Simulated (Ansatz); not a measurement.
# AlCl2H2O: the cost of one run

Program: Ansatz 0.2.0. Level of theory: UKS BLYP/6-31G*. These are calculated values, not measurements.

### 1 Starting point

Bond lengths: Al1–H2 1.810 Å, Al1–Cl3 2.230 Å, Al1–Cl4 2.230 Å, O5–H6 1.010 Å. Angles: H2–Al1–Cl3 120.0°, H2–Al1–Cl4 120.0°, Cl3–Al1–Cl4 120.0°.

As a file:

```xyz
6

Al    0.0000    0.0000    0.0000
H     0.0000    0.0000    1.8100
Cl    1.9312    0.0000   -1.1150
Cl   -1.9312    0.0000   -1.1150
O     0.0000    0.0000    3.1200
H    -0.5144   -0.8011    3.4571
```

### 2 Pulling towards end A

Springs on the bonds that form and break draw the guess towards this end; the thresholds are loose.

The input, input.yaml:

```yaml
crystal:
  periodic: [false, false, false]
  atoms:
    - { symbol: Al, position_ang: [0.0, 0.0, 0.0] }
    - { symbol: H, position_ang: [0.0, 0.0, 1.81] }
    - { symbol: Cl, position_ang: [1.9312, 0.0, -1.115] }
    - { symbol: Cl, position_ang: [-1.9312, 0.0, -1.115] }
    - { symbol: O, position_ang: [0.0, 0.0, 3.12] }
    - { symbol: H, position_ang: [-0.5144, -0.8011, 3.4571] }
magnetization:
  spin_polarized: true
  initial_magnetization: 1
basis:
  gaussian: { orbitals: "6-31G*" }
hamiltonian:
  xc: blyp
relax:
  f_tol: 0.15
  max_steps: 25
  restrain:
    - { distance: [1, 4], at: 2.21, k: 30.0 }
    - { distance: [0, 1], at: 1.56, k: 30.0 }
```

Started as:

```sh
$ ansatz run input.yaml --threads 2 --pin off --max-ram 3072MiB --backend cpu --events-out ev --progress --plain --runs-dir out
```

Q: Estimate wall time and peak memory on 2 threads of Arm Neoverse V1, shared host.

About 22 s, with a peak of 0.18 GiB.
